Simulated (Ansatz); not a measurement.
# Ba₃Na (distorted cell): a check of forces and pressure against finite differences

Program: the Ansatz DFT code, driven from Python.

`fdcheck_ba3na.py`:
```python
import ansatz as az
import numpy as np

params = {
    "ecut": 540,
    "kmesh": (3, 3, 3),
    "tolerance": 1e-09,
}

vectors0 = np.array([
    [6.21494, -0.0507, -0.00796],
    [-0.0507, 6.1569, 0.01648],
    [-0.00796, 0.01648, 6.32167],
])
sites = [
    ("Na", [0.01516, 0.01027, 0.00113]),
    ("Ba", [0.97971, 0.52496, 0.52924]),
    ("Ba", [0.51098, 0.01461, 0.50287]),
    ("Ba", [0.49449, 0.48653, 0.97799]),
]


def build(cell):
    crystal = az.Crystal(lattice=az.Lattice.of(cell))
    for symbol, position in sites:
        crystal = crystal.atom(symbol, position)
    return crystal

def solve(crystal):
    return (
        crystal.calculation()
        .functional(az.Functional.PBESOL)
        .occupations(az.OccupationsMethod.COLD, width=50 * az.meV)
        .basis(params["ecut"], xc_grid=2)
        .kpoints(*params["kmesh"])
        .scf(tolerance=params["tolerance"])
        .forces()
        .stress()
        .run(threads=1)
    ).report


centre = solve(build(vectors0))
start = build(vectors0)
print(f"force on atom 2 along x: analytic {centre['forces_ev_ang'][2][0]:.4f} eV/A")
for h in (0.004, 0.016):
    shift = np.eye(3)[0] * h @ np.linalg.inv(vectors0)
    plus, minus = (solve(start.move(2, to=np.array(sites[2][1]) + sign * shift))["lagrangian_ev"] for sign in (1, -1))
    print(f"  step {h} A: numerical {-(plus - minus) / (2 * h):.4f} eV/A")
volume = abs(np.linalg.det(vectors0))
larger, smaller = (solve(build(vectors0 * (1 + sign * 0.005) ** (1 / 3)))["lagrangian_ev"] for sign in (1, -1))
numerical = -(larger - smaller) / (0.01 * volume) * 160.21766
print(f"pressure: analytic {np.trace(centre['stress_gpa']) / 3:.3f}, numerical {numerical:.3f} GPa")
```

```console
$ python fdcheck_ba3na.py
DeckWarning: output.stress: scf.convergence.dr2_threshold = 1e-9 eV is looser than the 4e-10 eV advised for a printed stress (1e-10 eV for each atom of the cell: 4). What an SCF threshold leaves in a [...]
force on atom 2 along x: analytic -0.1708 eV/A
  step 0.004 A: numerical -0.1708 eV/A
  step 0.016 A: numerical -0.1707 eV/A
pressure: analytic -0.516, numerical -0.516 GPa
```
(Warnings from the package without file and line, shortened.)

Caveats:
- For a metal this k-point mesh is coarse: on a finer one energies can move by several to tens of meV an atom and pressures by half a GPa or more, differences at one mesh by less.
- Pressure is positive in compression.
- The cell is a database structure, distorted on purpose.
- The central difference errs as the square of the step, so the shorter step is the fairer test; what remains comes from the finite grid and the SCF threshold.
- Hardware and time: 72 s on 1 thread of Arm Neoverse V1, on a shared host, peak memory 0.53 GiB.
